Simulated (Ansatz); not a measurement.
The system is LuBr.

```
CELL_PARAMETERS angstrom
3.60687 0.00000 0.00000
-1.80344 3.12364 0.00000
0.00000 0.00000 9.87175
ATOMIC_POSITIONS crystal
Lu 0.66667 0.33333 0.83099
Lu 0.33333 0.66667 0.33099
Br 0.66667 0.33333 0.54401
Br 0.33333 0.66667 0.04401
```

The cell comes from a database or a generator and needn't be the stable form of this composition.

| Property | Result |
| --- | --- |
| Program | Ansatz 0.2.0 |
| Task | single point |
| Functional | PBE |
| Potentials or basis | Ansatz PAW |
| Cutoff | 420 eV (not typed: the program's choice for these potentials) |
| k mesh | 9 × 9 × 3 |
| Occupations | fermi-dirac, width 0.05 eV |
| Spin | no spin polarisation |

On this cell: pressure 0.1 GPa; largest force under 0.003 eV/Å; band gap on the k mesh none (metal or under the smearing width).

The same run follows on a disturbed copy (atoms moved at random, drawn with an rms of 0.05 Å):

```xyz
4
Lattice="3.6069 0.0000 0.0000 -1.8034 3.1236 0.0000 0.0000 0.0000 9.8717" Properties=species:S:1:pos:R:3 pbc="T T T"
Lu    1.8367    1.0125    8.2395
Lu    0.0360    2.0360    3.2523
Br    1.7479    1.0463    5.4052
Br    0.0191    2.0264    0.4570
```

What changes?

The energy (extrapolated to zero smearing) moves by +3.8 meV/atom; pressure 0.2 GPa; largest force 0.308 eV/Å; band gap on the k mesh none (metal or under the smearing width).

Forces in eV/Å, atoms in the order of the input:
```
Lu  -0.048 -0.021 -0.134
Lu  -0.107  0.053  0.284
Br   0.122 -0.063 -0.109
Br   0.033  0.030 -0.041
```

Stress tensor (GPa, compression positive):
```
 0.00 -0.03  0.26
-0.03 -0.08 -0.05
 0.26 -0.05  0.56
```
